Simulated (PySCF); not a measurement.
**CaCl with other numerical set-ups**

The method stays; parts of the set-up, such as the basis or the Hamiltonian, are changed.

Computed with PySCF 2.14.0. Level: each script names its method and basis.

4 further runs of the same task are left out: 4 that didn't finish.

### 1 The system as given

CaCl: 2 atoms, charge 0, spin multiplicity 2.

Bond lengths: Ca1–Cl2 2.381 Å.

### 2 The run that the others are compared with

input.py

```python
from pyscf import gto, scf, cc

mol = gto.M(
    atom='Ca 0 0 0; Cl 0 0 2.381',
    basis='3-21g',
    charge=0,
    spin=1,
    verbose=4,
)
mf = scf.UHF(mol)
mf.kernel()
mycc = cc.CCSD(mf)
mycc.kernel()
mycc.ccsd_t()
mf.dip_moment()
print('orbital energies (hartree):', [e[max(0, n-3):n+3].round(4) for e, n in zip(mf.mo_energy, mol.nelec)])
```

Started as:

```
OMP_NUM_THREADS=1 python input.py
```

The log of this run is left out.

In short: E(SCF) = -1130.779958 Eh, 9 cycles, E(CCSD) − E(SCF) = -0.05705 Eh, (T) = -0.00055 Eh, ⟨S²⟩ = 0.751, μ = 5.54 D (of the SCF density).

The bond length is a typed value, not an optimised one.

### 3 Ano-rcc-vdzp (X2C on)

Variant 1 changes basis set: 3-21g → ano-rcc-vdzp; spin-free X2C: off → on.

input.py

```python
from pyscf import gto, scf, cc

mol = gto.M(
    atom='Ca 0 0 0; Cl 0 0 2.381',
    basis='ano-rcc-vdzp',
    charge=0,
    spin=1,
    verbose=4,
)
mf = scf.UHF(mol)
mf = mf.sfx2c1e()
mf.kernel()
mycc = cc.CCSD(mf)
mycc.kernel()
mycc.ccsd_t()
mf.dip_moment()
print('orbital energies (hartree):', [e[max(0, n-3):n+3].round(4) for e, n in zip(mf.mo_energy, mol.nelec)])
```

Started as:

```
OMP_NUM_THREADS=1 python input.py
```

### 4 Spin-free X2C on

Variant 2 changes spin-free X2C: off → on.

Changes to input.py since step 2:

```diff
@@ -10,2 +10,3 @@
 mf = scf.UHF(mol)
+mf = mf.sfx2c1e()
 mf.kernel()
```

**Question.** What will these runs give? Wanted: for each run, E(SCF); from base; gap, α spin; SCF dipole; after the SCF.

As calculated:

```tsv
run	E(SCF) (hartree)	from base (eV)	cycles	gap, α spin (eV)	SCF dipole (D)	functions	after the SCF
base	-1130.779958	0	9	6.69	5.54	30	CCSD(T) correlation -1.567 eV
ano-rcc-vdzp (X2C on)	-1140.637944	not comparable	10	6.89	4.46	40	CCSD(T) correlation -9.767 eV
spin-free X2C on	-1134.361392	-97.4558	9	6.71	5.55	30	CCSD(T) correlation -1.561 eV
```

Scalar relativity lowers the total energy by 97.46 eV, nearly all of it in the inner shells; a basis contracted without relativity catches only part of it. The dearest run is “ano-rcc-vdzp (X2C on)”, at 24 s against 4.6 s.
